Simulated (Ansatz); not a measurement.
# CH3ClSeSi: one molecule under many settings

Aim: run CH3ClSeSi under a spread of inputs, and see what each costs and gives.

Computed with Ansatz 0.2.0, Gaussian basis. Level: the settings change from run to run.

**1. The molecule**

The geometry comes from an earlier relaxation with PBE0-D4 in a triple-zeta def2 set; it is a stationary point, not always the lowest conformer.

SMILES `Cl[SiH]1C[Se]1`, 7 atoms, charge 0, spin multiplicity 1.

Atoms are counted from 1 here; the program's logs count them from 0.

Bond lengths: Cl1–Si2 2.038 Å, Si2–C3 1.828 Å, Si2–Se4 2.207 Å, Si2–H5 1.473 Å, C3–Se4 2.037 Å, C3–H6 1.085 Å, C3–H7 1.085 Å. Angles: Cl1–Si2–C3 118.6°, Cl1–Si2–Se4 120.8°, Cl1–Si2–H5 108.9°, C3–Si2–Se4 59.8°, C3–Si2–H5 121.3°, Se4–Si2–H5 120.3°, Si2–C3–Se4 69.4°, Si2–C3–H6 119.4°, Si2–C3–H7 121.1°, Se4–C3–H6 111.5°, Se4–C3–H7 112.1°, H6–C3–H7 114.0°, Si2–Se4–C3 50.8°.

**2. BLYP/def2-TZVP**

This run has multiplicity 3, atoms shaken by 0.15 Å.

Contents of in.yaml:

```yaml
crystal:
  periodic: [false, false, false]
  atoms:
    - {symbol: Cl, position_ang: [0.939710, -1.836047, -1.544097]}
    - {symbol: Si, position_ang: [0.092628, -0.906907, 0.191332]}
    - {symbol: C, position_ang: [-0.200689, 0.709491, -0.301861]}
    - {symbol: Se, position_ang: [1.146261, 0.267288, 1.242232]}
    - {symbol: H, position_ang: [-0.960972, -1.518326, 0.357506]}
    - {symbol: H, position_ang: [0.088384, 1.804081, -1.096137]}
    - {symbol: H, position_ang: [-0.990965, 1.413773, 0.136178]}
basis:
  gaussian: {orbitals: def2-TZVP}
magnetization: {spin_polarized: true, initial_magnetization: 2}
hamiltonian: {xc: {name: BLYP}}
```

Launch:

```sh
> ansatz run in.yaml --threads 2 --pin off --events-out ev --progress --plain --max-ram 4352MiB
```

The log of the run:

```text
Functional definition: BLYP
  name "BLYP"
  cite "Becke, Phys. Rev. A 38, 3098 (1988) doi:10.1103/PhysRevA.38.3098"
  cite "Lee, Yang & Parr, Phys. Rev. B 37, 785 (1988) doi:10.1103/PhysRevB.37.785"
  parameter beta = 0.0042
  parameter a = 0.04918
  parameter b = 0.132
  parameter c = 0.2533
  parameter d = 0.349
  exchange = b88_x(beta = beta)
  correlation = lyp_c(a = a, b = b, c = c, d = d)
1207 factors; their error is unknown
mean field evaluation 1: about -86814.9334 eV, gradient 5.7e1 eV
mean field evaluation 2: about -86744.2325 eV, gradient 1.0e2 eV
mean field evaluation 4: about -86828.2627 eV, gradient 1.8e1 eV
mean field evaluation 8: about -86830.5968 eV, gradient 6.1e-1 eV
mean field evaluation 16: about -86830.5599 eV, gradient 4.4e-3 eV
mean field evaluation 32: about -86828.0197 eV, gradient 1.4e1 eV
mean field evaluation 64: about -86830.2764 eV, gradient 1.5e0 eV
mean field -86830.55994230 eV, -3190.9642220121 hartree, gradient 2.3e-5 eV, S^2 2.003560; 8 other end points of the search recorded, 0 dependent functions left out
reference -86830.56028587 eV, -3190.9642346380 hartree; 38, 36 occupied and 133, 135 virtual orbitals, 1207 factors
Total energy: -86830.56028587 eV, -3190.9642346380 hartree
```

It took 15 s on 2 threads of Arm Neoverse V1, shared host.

⟨S²⟩ 2.004.

**3. B3LYP/def2-mTZVP**

Set apart from the defaults: atoms shaken by 0.03 Å, finite nuclei, a point charge of 2.00 e beside it, D4 dispersion, the search for lower states set to full.

Contents of in.yaml:

```yaml
crystal:
  periodic: [false, false, false]
  atoms:
    - {symbol: Cl, position_ang: [0.861739, -1.768269, -1.629455]}
    - {symbol: Si, position_ang: [0.078710, -0.830299, -0.042577]}
    - {symbol: C, position_ang: [-0.247305, 0.892980, -0.027241]}
    - {symbol: Se, position_ang: [1.134706, 0.352873, 1.361912]}
    - {symbol: H, position_ang: [-1.049392, -1.782889, 0.527206]}
    - {symbol: H, position_ang: [0.291779, 1.507986, -0.812437]}
    - {symbol: H, position_ang: [-1.090954, 1.415669, 0.471922]}
basis:
  gaussian: {orbitals: def2-mTZVP, nuclear_model: gaussian, point_charges: [{charge: 2.00, position_ang: [4.079, 0.806, 0.910]}]}
hamiltonian: {xc: {name: B3LYP}, dispersion: d4}
scf: {lower_state_search: full}
```

The command is unchanged.

The log of the run, shortened:

```text
Functional definition: B3LYP
  name "B3LYP"
  cite "Stephens, Devlin, Chabalowski & Frisch, J. Phys. Chem. 98, 11623 (1994) doi:10.1021/j100096a001"
  cite "Becke, Phys. Rev. A 38, 3098 (1988) doi:10.1103/PhysRevA.38.3098"
  cite "Lee, Yang & Parr, Phys. Rev. B 37, 785 (1988) doi:10.1103/PhysRevB.37.785"
  cite "Vosko, Wilk & Nusair, Can. J. Phys. 58, 1200 (1980) doi:10.1139/p80-159"
[...]
976 factors; integrals over basis functions are off by at most 1.2e-3 eV
[...]
mean field -86841.32558557 eV, -3191.3598521050 hartree, gradient 4.8e-5 eV, S^2 0.000000; 0 other end points of the search recorded, 0 dependent functions left out
reference -86841.32583268 eV, -3191.3598611861 hartree; 37, 37 occupied and 71, 71 virtual orbitals, 976 factors
Total energy: -86841.67674575 eV, -3191.3727570037 hartree
```

It took 2.6 s on 2 threads of Arm Neoverse V1, shared host.

**4. PBE-QIDH/6-31G***

Contents of in.yaml:

```yaml
crystal:
  periodic: [false, false, false]
  atoms:
    - {symbol: Cl, position_ang: [0.881601, -1.759814, -1.603583]}
    - {symbol: Si, position_ang: [0.014023, -0.863915, 0.008006]}
    - {symbol: C, position_ang: [-0.193047, 0.951976, -0.006421]}
    - {symbol: Se, position_ang: [1.201109, 0.400007, 1.372614]}
    - {symbol: H, position_ang: [-1.035577, -1.750183, 0.539659]}
    - {symbol: H, position_ang: [0.250239, 1.532771, -0.808551]}
    - {symbol: H, position_ang: [-1.057148, 1.421056, 0.452575]}
basis:
  gaussian: {orbitals: "6-31G*"}
hamiltonian: {xc: {name: PBE-QIDH}}
output: {forces: true}
```

The command is unchanged.

The log of the run, shortened:

```text
Functional definition: PBE-QIDH
  name "PBE-QIDH"
  cite "Brémond, Sancho-García, Pérez-Jiménez & Adamo, J. Chem. Phys. 141, 031101 (2014) doi:10.1063/1.4890314"
  cite "Perdew, Burke & Ernzerhof, Phys. Rev. Lett. 77, 3865 (1996) doi:10.1103/PhysRevLett.77.3865"
[...]
898 factors; integrals over basis functions are off by at most 1.3e-3 eV
[...]
mean field -86790.75461388 eV, -3189.5014031735 hartree, gradient 7.4e-6 eV, S^2 0.000000; 0 other end points of the search recorded, 0 dependent functions left out
20 core orbitals not correlated: weight in the atoms' cores, before any rotation towards them, 1.000 or more for the frozen orbitals, at most 0.000 for the correlated occupied ones
reference -86790.75462337 eV, -3189.5014035226 hartree; 17, 17 occupied and 57, 57 virtual orbitals, 898 factors
second order -18.52850331 eV of doubles, -0.00000000 eV of singles
[...]
Total energy: -86796.93079115 eV, -3189.7283735018 hartree
Atom 0 at     0.881601    -1.759814    -1.603583 Å, force     0.000409     0.000171    -0.016859 eV/Å
Atom 1 at     0.014023    -0.863915     0.008006 Å, force    -0.049803    -0.172003     0.088357 eV/Å
Atom 2 at    -0.193047     0.951976    -0.006421 Å, force    -0.006404     0.182476    -0.014280 eV/Å
Atom 3 at     1.201109     0.400007     1.372614 Å, force    -0.008184    -0.017057    -0.014617 eV/Å
Atom 4 at    -1.035577    -1.750183     0.539659 Å, force     0.064489     0.046634    -0.038825 eV/Å
Atom 5 at     0.250239     1.532771    -0.808551 Å, force    -0.039865    -0.016338     0.043463 eV/Å
Atom 6 at    -1.057148     1.421056     0.452575 Å, force     0.039357    -0.023884    -0.047241 eV/Å
Dipole moment:    -0.375804     0.084392    -0.044483 e Å
```

Run time: 7 s. Hardware: 2 threads of Arm Neoverse V1, shared host.

Largest force 0.200 eV/Å, dipole 1.86 D.

**5. r2SCAN50/def2-TZVP**

Options: atoms shaken by 0.03 Å, D4 dispersion.

Contents of in.yaml:

```yaml
crystal:
  periodic: [false, false, false]
  atoms:
    - {symbol: Cl, position_ang: [0.932342, -1.763618, -1.628278]}
    - {symbol: Si, position_ang: [0.056265, -0.892225, 0.029292]}
    - {symbol: C, position_ang: [-0.171637, 0.886683, 0.004054]}
    - {symbol: Se, position_ang: [1.205342, 0.428938, 1.338191]}
    - {symbol: H, position_ang: [-1.100684, -1.706603, 0.569934]}
    - {symbol: H, position_ang: [0.239016, 1.574385, -0.828219]}
    - {symbol: H, position_ang: [-1.031473, 1.489017, 0.456302]}
basis:
  gaussian: {orbitals: def2-TZVP}
hamiltonian: {xc: {name: r2SCAN50}, dispersion: d4}
output: {forces: true}
```

Same command.

The log of the run, shortened:

```text
Functional definition: r2SCAN50
  name "r2SCAN50"
  cite "Bursch, Neugebauer, Ehlert & Grimme, J. Chem. Phys. 156, 134105 (2022) doi:10.1063/5.0086040"
  cite "Furness, Kaplan, Ning, Perdew & Sun, J. Phys. Chem. Lett. 11, 8208 (2020) doi:10.1021/acs.jpclett.0c02405"
  cite "Furness, Kaplan, Ning, Perdew & Sun, J. Phys. Chem. Lett. 11, 9248 (2020) doi:10.1021/acs.jpclett.0c03077"
  parent r2scan
[...]
1385 factors; their error is unknown
[...]
mean field -86834.72450842 eV, -3191.1172669943 hartree, gradient 4.9e-5 eV, S^2 0.000000; 0 other end points of the search recorded, 0 dependent functions left out
[...]
reference -86834.72451474 eV, -3191.1172672265 hartree; 37, 37 occupied and 134, 134 virtual orbitals, 1385 factors
Total energy: -86834.78971745 eV, -3191.1196633816 hartree
Atom 0 at     0.932342    -1.763618    -1.628278 Å, force    -0.414482     0.278354     0.782687 eV/Å
Atom 1 at     0.056265    -0.892225     0.029292 Å, force    -0.627853    -0.858180    -0.342385 eV/Å
Atom 2 at    -0.171637     0.886683     0.004054 Å, force    -1.000117     3.814279    -1.252336 eV/Å
Atom 3 at     1.205342     0.428938     1.338191 Å, force     0.438957    -0.316334     0.380512 eV/Å
Atom 4 at    -1.100684    -1.706603     0.569934 Å, force     0.907785     0.275618    -0.384399 eV/Å
Atom 5 at     0.239016     1.574385    -0.828219 Å, force    -0.515956    -1.677172     1.394644 eV/Å
Atom 6 at    -1.031473     1.489017     0.456302 Å, force     1.211668    -1.516565    -0.578722 eV/Å
Dipole moment:    -0.290787     0.069900    -0.031266 e Å
```

Run time: 9 s. Hardware: 2 threads of Arm Neoverse V1, shared host; peak memory 0.51 GiB.

Largest force 4.137 eV/Å, dipole 1.44 D.

**6. PBE/def2-TZVP**

Contents of in.yaml:

```yaml
crystal:
  periodic: [false, false, false]
  atoms:
    - {symbol: Cl, position_ang: [0.881601, -1.759814, -1.603583]}
    - {symbol: Si, position_ang: [0.014023, -0.863915, 0.008006]}
    - {symbol: C, position_ang: [-0.193047, 0.951976, -0.006421]}
    - {symbol: Se, position_ang: [1.201109, 0.400007, 1.372614]}
    - {symbol: H, position_ang: [-1.035577, -1.750183, 0.539659]}
    - {symbol: H, position_ang: [0.250239, 1.532771, -0.808551]}
    - {symbol: H, position_ang: [-1.057148, 1.421056, 0.452575]}
basis:
  gaussian: {orbitals: def2-TZVP}
hamiltonian: {xc: {name: PBE}}
```

Same command.

The log of the run:

```text
Functional definition: PBE
  name "PBE"
  cite "Perdew, Burke & Ernzerhof, Phys. Rev. Lett. 77, 3865 (1996) doi:10.1103/PhysRevLett.77.3865"
  parent pbe
  parameter kappa = 0.804
  parameter beta = 0.06672455060314922
  exchange = pbe_x(kappa = kappa, mu = beta*pi^2/3)
  correlation = pbe_c(beta = beta)
1207 factors; their error is unknown
mean field evaluation 1: about -86807.3005 eV, gradient 6.8e1 eV
mean field evaluation 2: about -86774.7739 eV, gradient 1.1e2 eV
mean field evaluation 4: about -86817.6910 eV, gradient 1.1e1 eV
mean field evaluation 8: about -86817.9938 eV, gradient 2.5e-1 eV
mean field evaluation 16: about -86817.9501 eV, gradient 4.7e-4 eV
mean field -86817.95005232 eV, -3190.5008171027 hartree, gradient 2.3e-5 eV, S^2 0.000000; 0 other end points of the search recorded, 0 dependent functions left out
reference -86817.95008997 eV, -3190.5008184862 hartree; 37, 37 occupied and 134, 134 virtual orbitals, 1207 factors
Total energy: -86817.95008997 eV, -3190.5008184862 hartree
```

It took 2.8 s on 2 threads of Arm Neoverse V1, shared host.

**7. PBE-QIDH/aug-pcseg-2**

This run has atoms shaken by 0.08 Å.

Contents of in.yaml:

```yaml
crystal:
  periodic: [false, false, false]
  atoms:
    - {symbol: Cl, position_ang: [0.922157, -1.698689, -1.629037]}
    - {symbol: Si, position_ang: [0.024582, -0.835806, 0.060215]}
    - {symbol: C, position_ang: [-0.241485, 0.969874, 0.035133]}
    - {symbol: Se, position_ang: [1.291401, 0.507463, 1.348554]}
    - {symbol: H, position_ang: [-1.003215, -1.768064, 0.454888]}
    - {symbol: H, position_ang: [0.127138, 1.560324, -0.798637]}
    - {symbol: H, position_ang: [-1.157517, 1.333592, 0.483533]}
basis:
  gaussian: {orbitals: aug-pcseg-2}
hamiltonian: {xc: {name: PBE-QIDH}}
```

Same command.

The log of the run, shortened:

```text
Functional definition: PBE-QIDH
  name "PBE-QIDH"
  cite "Brémond, Sancho-García, Pérez-Jiménez & Adamo, J. Chem. Phys. 141, 031101 (2014) doi:10.1063/1.4890314"
  cite "Perdew, Burke & Ernzerhof, Phys. Rev. Lett. 77, 3865 (1996) doi:10.1103/PhysRevLett.77.3865"
[...]
1727 factors; integrals over basis functions are off by at most 7.0e-4 eV
[...]
mean field -86801.70062469 eV, -3189.9036616515 hartree, gradient 5.0e-6 eV, S^2 0.000000; 0 other end points of the search recorded, 0 dependent functions left out
20 core orbitals not correlated: weight in the atoms' cores, before any rotation towards them, 1.000 or more for the frozen orbitals, at most 0.000 for the correlated occupied ones
reference -86801.70064535 eV, -3189.9036624109 hartree; 17, 17 occupied and 237, 237 virtual orbitals, 1727 factors
second order -21.30362564 eV of doubles, -0.00000000 eV of singles
Total energy: -86808.80185390 eV, -3190.1646270116 hartree
```

Wall time 21 s (2 threads of Arm Neoverse V1, shared host); peak memory 0.98 GiB.

**8. revPBE0/aug-cc-pVTZ**

Options: D4 dispersion, high accuracy.

Contents of in.yaml:

```yaml
crystal:
  periodic: [false, false, false]
  atoms:
    - {symbol: Cl, position_ang: [0.881601, -1.759814, -1.603583]}
    - {symbol: Si, position_ang: [0.014023, -0.863915, 0.008006]}
    - {symbol: C, position_ang: [-0.193047, 0.951976, -0.006421]}
    - {symbol: Se, position_ang: [1.201109, 0.400007, 1.372614]}
    - {symbol: H, position_ang: [-1.035577, -1.750183, 0.539659]}
    - {symbol: H, position_ang: [0.250239, 1.532771, -0.808551]}
    - {symbol: H, position_ang: [-1.057148, 1.421056, 0.452575]}
basis:
  gaussian: {orbitals: aug-cc-pVTZ}
hamiltonian: {xc: {name: revPBE0}, dispersion: d4}
accuracy: high
output: {forces: true}
```

The command is unchanged.

The log of the run, shortened:

```text
Functional definition: revPBE0
  name "revPBE0"
  cite "Zhang & Yang, Phys. Rev. Lett. 80, 890 (1998) doi:10.1103/PhysRevLett.80.890"
  cite "Adamo & Barone, J. Chem. Phys. 110, 6158 (1999) doi:10.1063/1.478522"
  cite "Perdew, Burke & Ernzerhof, Phys. Rev. Lett. 77, 3865 (1996) doi:10.1103/PhysRevLett.77.3865"
[...]
4038 factors; integrals over basis functions are off by at most 4.3e-9 eV
[...]
mean field -86831.48386779 eV, -3190.9981756478 hartree, gradient 3.3e-8 eV, S^2 0.000000; 0 other end points of the search recorded, 0 dependent functions left out
[...]
reference -86831.48387403 eV, -3190.9981758769 hartree; 37, 37 occupied and 237, 237 virtual orbitals, 4038 factors
Total energy: -86831.98222696 eV, -3191.0164900092 hartree
Atom 0 at     0.881601    -1.759814    -1.603583 Å, force     0.121746    -0.099901    -0.199092 eV/Å
Atom 1 at     0.014023    -0.863915     0.008006 Å, force    -0.148576    -0.109249     0.099691 eV/Å
Atom 2 at    -0.193047     0.951976    -0.006421 Å, force    -0.065433     0.207418    -0.059891 eV/Å
Atom 3 at     1.201109     0.400007     1.372614 Å, force     0.131554     0.063508     0.125817 eV/Å
Atom 4 at    -1.035577    -1.750183     0.539659 Å, force    -0.047509    -0.043557     0.025590 eV/Å
Atom 5 at     0.250239     1.532771    -0.808551 Å, force    -0.007824    -0.009643     0.014377 eV/Å
Atom 6 at    -1.057148     1.421056     0.452575 Å, force     0.016043    -0.008577    -0.006493 eV/Å
Dipole moment:    -0.295050     0.076772    -0.051783 e Å
```

It took 62 s on 2 threads of Arm Neoverse V1, shared host; peak memory 2.3 GiB.

Largest force 0.254 eV/Å, dipole 1.49 D.

**9. PBE0/cc-pVDZ**

Set apart from the defaults: a grid of angular degree 47.

in.yaml: that of step 8 with these lines changed.

```diff
@@ -11,5 +11,3 @@
 basis:
-  gaussian: {orbitals: aug-cc-pVTZ}
-hamiltonian: {xc: {name: revPBE0}, dispersion: d4}
-accuracy: high
-output: {forces: true}
+  gaussian: {orbitals: cc-pVDZ, final_grid: {core_spheres: 20, valence_spheres: 16, degree: 47}}
+hamiltonian: {xc: {name: PBE0}}
```

Launched as before.

The log of the run:

```text
Functional definition: PBE0
  name "PBE0"
  cite "Adamo & Barone, J. Chem. Phys. 110, 6158 (1999) doi:10.1063/1.478522"
  cite "Perdew, Burke & Ernzerhof, Phys. Rev. Lett. 77, 3865 (1996) doi:10.1103/PhysRevLett.77.3865"
  parent pbe
  parameter a = 0.25
  parameter kappa = 0.804
  parameter beta = 0.06672455060314922
  exchange = (1 - a)*pbe_x(kappa = kappa, mu = beta*pi^2/3) + a*exact_x
  correlation = pbe_c(beta = beta)
966 factors; integrals over basis functions are off by at most 8.0e-4 eV
mean field evaluation 1: about -86816.2799 eV, gradient 3.8e1 eV
mean field evaluation 2: about -86811.9371 eV, gradient 5.2e1 eV
mean field evaluation 4: about -86819.9125 eV, gradient 2.3e0 eV
mean field evaluation 8: about -86820.0294 eV, gradient 1.2e-1 eV
mean field evaluation 16: about -86820.0294 eV, gradient 2.7e-5 eV
mean field -86820.02943768 eV, -3190.5772331051 hartree, gradient 2.6e-5 eV, S^2 0.000000; 0 other end points of the search recorded, 0 dependent functions left out
reference -86820.02946124 eV, -3190.5772339708 hartree; 37, 37 occupied and 55, 55 virtual orbitals, 966 factors
Total energy: -86820.02946124 eV, -3190.5772339708 hartree
```

It took 3.6 s on 2 threads of Arm Neoverse V1, shared host.

**10. PBE-QIDH/def2-TZVP**

Set apart from the defaults: atoms shaken by 0.03 Å.

Contents of in.yaml:

```yaml
crystal:
  periodic: [false, false, false]
  atoms:
    - {symbol: Cl, position_ang: [0.919339, -1.763839, -1.582056]}
    - {symbol: Si, position_ang: [0.018600, -0.924769, 0.026893]}
    - {symbol: C, position_ang: [-0.183087, 0.944894, -0.067754]}
    - {symbol: Se, position_ang: [1.213950, 0.408571, 1.343610]}
    - {symbol: H, position_ang: [-1.063893, -1.780324, 0.550224]}
    - {symbol: H, position_ang: [0.259718, 1.555739, -0.819466]}
    - {symbol: H, position_ang: [-1.085118, 1.453480, 0.433649]}
basis:
  gaussian: {orbitals: def2-TZVP}
hamiltonian: {xc: {name: PBE-QIDH}}
```

The command is unchanged.

The log of the run, shortened:

```text
Functional definition: PBE-QIDH
  name "PBE-QIDH"
  cite "Brémond, Sancho-García, Pérez-Jiménez & Adamo, J. Chem. Phys. 141, 031101 (2014) doi:10.1063/1.4890314"
  cite "Perdew, Burke & Ernzerhof, Phys. Rev. Lett. 77, 3865 (1996) doi:10.1103/PhysRevLett.77.3865"
[...]
1111 factors; integrals over basis functions are off by at most 1.0e-3 eV
[...]
mean field -86800.80361266 eV, -3189.8706970674 hartree, gradient 3.8e-6 eV, S^2 0.000000; 0 other end points of the search recorded, 0 dependent functions left out
20 core orbitals not correlated: weight in the atoms' cores, before any rotation towards them, 1.000 or more for the frozen orbitals, at most 0.000 for the correlated occupied ones
reference -86800.80362423 eV, -3189.8706974928 hartree; 17, 17 occupied and 134, 134 virtual orbitals, 1111 factors
second order -22.52807706 eV of doubles, -0.00000000 eV of singles
Total energy: -86808.31298325 eV, -3190.1466613467 hartree
```

It took 7 s on 2 threads of Arm Neoverse V1, shared host.

**11. All runs side by side**

| level | charge | multiplicity | geometry | functions | energy (eV) | time |
| --- | --- | --- | --- | --- | --- | --- |
| BLYP/def2-TZVP | 0 | 3 | shaken | 171 | -86830.560 | 15 s |
| B3LYP/def2-mTZVP | 0 | 1 | shaken, point charge | 108 | -86841.677 | 2.6 s |
| PBE-QIDH/6-31G* | 0 | 1 | relaxed | 94 | -86796.931 | 7 s |
| r2SCAN50/def2-TZVP | 0 | 1 | shaken | 171 | -86834.790 | 9 s |
| PBE/def2-TZVP | 0 | 1 | relaxed | 171 | -86817.950 | 2.8 s |
| PBE-QIDH/aug-pcseg-2 | 0 | 1 | shaken | 274 | -86808.802 | 21 s |
| revPBE0/aug-cc-pVTZ | 0 | 1 | relaxed | 274 | -86831.982 | 62 s |
| PBE0/cc-pVDZ | 0 | 1 | relaxed | 92 | -86820.029 | 3.6 s |
| PBE-QIDH/def2-TZVP | 0 | 1 | shaken | 171 | -86808.313 | 7 s |

**12. Results**

| quantity | value |
| --- | --- |
| runs | 9 |
| quickest | B3LYP/def2-mTZVP, 2.6 s |
| slowest | revPBE0/aug-cc-pVTZ, 62 s |
| spread of total energies, same state and geometry | 35.1 eV |
| dipole, same state and geometry | 1.49 to 1.86 D |

What this shows: Run time spans a factor of 24, from B3LYP/def2-mTZVP to revPBE0/aug-cc-pVTZ. The jobs differ in tasks and options as well as level. The totals spread over 35 eV; they can't be compared across methods or bases. At the PBE0-D4/def2-TZVP geometry and in the same state, runs without warnings or point charges leave forces up to 0.25 eV/Å (revPBE0/aug-cc-pVTZ), against 4.1 eV/Å where the atoms were moved.
